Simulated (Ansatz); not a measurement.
# B6P7: the cost of one run

Method: DFT PBE, scalar-relativistic, plane waves, PAW, in Ansatz 0.2.0.

**1. The system as given**

The cell holds 26 atoms (B12P14): a = 7.029 Å, b = 7.281 Å, c = 7.183 Å, α = 88.49°, β = 89.27°, γ = 82.55°.

It is the last frame of an earlier stage of the same melt, run at 4000 K.

The coordinates stand in the first input below.

**2. A single point on the frame at 4000 K**

The electrons keep the Fermi-Dirac width of that temperature.

input.yaml reads:

```yaml
crystal:
  lattice:
    - [7.013391, 0.46436, 0.042413]
    - [0.46436, 7.265933, 0.094256]
    - [0.042413, 0.094256, 7.182473]
  atoms:
    - { symbol: P, position: [0.939383151, 0.2377313183, 0.2402243608] }
    - { symbol: P, position: [0.9135151805, 0.6363137612, 0.2385341612] }
    - { symbol: P, position: [0.5591009599, 0.2415273512, 0.657849302] }
    - { symbol: P, position: [0.2599573779, 0.1603924489, 0.9531008051] }
    - { symbol: P, position: [0.8599730691, 0.3983710608, 0.6659884576] }
    - { symbol: P, position: [0.4349161827, 0.9890802721, 0.5465285236] }
    - { symbol: P, position: [0.0139991878, 0.9489988335, 0.3079274696] }
    - { symbol: P, position: [0.0616626955, 0.8232592813, 0.6259157578] }
    - { symbol: P, position: [0.0443882907, 0.0586464644, 0.8333165666] }
    - { symbol: P, position: [0.3926619938, 0.4757476081, 0.9694873952] }
    - { symbol: P, position: [0.0371365224, 0.5106443428, 0.4888266827] }
    - { symbol: P, position: [0.9684065685, 0.6366028629, 0.9148259428] }
    - { symbol: P, position: [0.42925018, 0.6405001177, 0.3424683449] }
    - { symbol: P, position: [0.6949670851, 0.0054572608, 0.3919570331] }
    - { symbol: B, position: [0.6110611269, 0.8238526555, 0.886867053] }
    - { symbol: B, position: [0.6954543094, 0.6154060456, 0.3818829691] }
    - { symbol: B, position: [0.7008625147, 0.6072210654, 0.8095037411] }
    - { symbol: B, position: [0.5834780518, 0.0426721266, 0.9160789842] }
    - { symbol: B, position: [0.3892474869, 0.9559184806, 0.0486379952] }
    - { symbol: B, position: [0.2054318362, 0.7812121041, 0.1466329799] }
    - { symbol: B, position: [0.955490683, 0.880457947, 0.0966766053] }
    - { symbol: B, position: [0.3793173863, 0.2023493762, 0.4055395366] }
    - { symbol: B, position: [0.4881356932, 0.1245110549, 0.2280763005] }
    - { symbol: B, position: [0.5748347137, 0.2447955858, 0.0360136611] }
    - { symbol: B, position: [0.3532371078, 0.4174310723, 0.4618408903] }
    - { symbol: B, position: [0.3502875759, 0.4026757585, 0.6947149019] }
basis:
  ecutwfc: 420
kpoints:
  mp_grid: { grid: [3, 3, 3] }
hamiltonian:
  xc: pbe
scf:
  occupations: { method: fermi_dirac, width: 0.3447 }
output:
  forces: true
  stress: true
  eigenvalues: true
  populations: true
  write_density: true
  write_potential: true
  elf: true
  volumetric_format: npy
```

The run is started by

```console
ansatz run input.yaml --threads 2 --pin off --max-ram 5120MiB --backend cpu --events-out ev --progress --plain --runs-dir out
```

Q: Estimate wall time and peak memory on 2 threads of Intel Xeon at 2.50GHz (Skylake/Cascade Lake), shared host.

About 66 s, with a peak of 0.87 GiB.
